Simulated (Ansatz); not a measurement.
# CH₆FNO₂Zr: a ladder of functionals and wavefunction methods

One table from this session's results is given with a row withheld; the runs are named, their logs left out.

The runs use Ansatz 0.2.0, Gaussian basis; functionals in def2-TZVPP, the program's frozen cores in correlated methods.

The runs, in order: PBE-D4, r2SCAN-D4, PBE0-D4, B3LYP-D4, ωB97X-V, ωB97M-V, B2PLYP; CCSD(T)/def2-TZVPP; MP2/def2-QZVPP; extrapolation to the limit.

## Structure used throughout

All runs share one geometry, relaxed beforehand with PBE0-D4 in a triple-zeta def2 set. Zr takes the def2 core potential; no spin-orbit term is included.

SMILES `C[O][Zr]([NH2])([OH])[F]`, 12 atoms, charge 0, spin multiplicity 1.

Atoms are counted from 1 here; the program's logs count them from 0.

Bond lengths: C1–O2 1.389 Å, C1–H7 1.095 Å, C1–H8 1.095 Å, C1–H9 1.095 Å, O2–Zr3 1.912 Å, Zr3–N4 2.038 Å, Zr3–O5 1.925 Å, Zr3–F6 1.930 Å, N4–H10 1.010 Å, N4–H11 1.011 Å, O5–H12 0.952 Å. Angles: O2–C1–H7 110.5°, O2–C1–H8 110.7°, O2–C1–H9 110.5°, H7–C1–H8 108.3°, H7–C1–H9 108.4°, H8–C1–H9 108.4°, C1–O2–Zr3 177.2°, O2–Zr3–N4 108.0°, O2–Zr3–O5 115.2°, O2–Zr3–F6 106.8°, N4–Zr3–O5 107.0°, N4–Zr3–F6 109.9°, O5–Zr3–F6 109.9°, Zr3–N4–H10 126.4°, Zr3–N4–H11 124.9°, H10–N4–H11 108.7°, Zr3–O5–H12 162.4°.

The first run:

The input, in.yaml:

```yaml
crystal:
  periodic: [false, false, false]
  atoms:
    - {symbol: C, position_ang: [1.209991, 1.990657, -0.375258]}
    - {symbol: O, position_ang: [0.394830, 0.922108, -0.025395]}
    - {symbol: Zr, position_ang: [-0.686405, -0.550487, 0.539101]}
    - {symbol: N, position_ang: [-1.184901, -1.633679, -1.113475]}
    - {symbol: O, position_ang: [0.158366, -1.762396, 1.773987]}
    - {symbol: F, position_ang: [-2.274809, 0.198442, 1.338929]}
    - {symbol: H, position_ang: [1.471888, 1.940582, -1.437507]}
    - {symbol: H, position_ang: [2.136912, 1.978384, 0.207855]}
    - {symbol: H, position_ang: [0.698079, 2.940808, -0.190060]}
    - {symbol: H, position_ang: [-1.392856, -1.265489, -2.031008]}
    - {symbol: H, position_ang: [-1.247212, -2.641708, -1.146766]}
    - {symbol: H, position_ang: [0.716126, -2.117222, 2.459606]}
basis:
  gaussian: {orbitals: def2-TZVPP}
hamiltonian: {xc: pbe, dispersion: d4}
output: {forces: true, orbitals: {seedname: orbitals}}
```

The run is started by

```console
ansatz run in.yaml --threads 2 --pin off --events-out ev --progress --plain --max-ram 22528MiB --backend cuda --devices 0, --max-vram 18GiB
```

Among the steps run: PBE-D4 (GGA); r2SCAN-D4 (meta-GGA); PBE0-D4 (hybrid); B3LYP-D4 (hybrid); ωB97X-V (range-separated); ωB97M-V (range-separated); B2PLYP (double hybrid).

One table of the session follows, with a row left open; its other results are not shown here.

| functional | HOMO (eV) | gap (eV) |
| --- | --- | --- |
| PBE-D4 | -5.78 | 4.90 |
| r2SCAN-D4 | ? | ? |
| PBE0-D4 | -7.20 | 7.01 |
| B3LYP-D4 | -6.96 | 6.47 |
| ωB97X-V | -9.66 | 10.93 |
| ωB97M-V | -9.57 | 10.28 |

Estimate the missing values for r2SCAN-D4.

As computed: HOMO (eV): -6.07; gap (eV): 5.51. In the column «HOMO (eV)» it lies between B3LYP-D4 (-6.96) and PBE-D4 (-5.78).
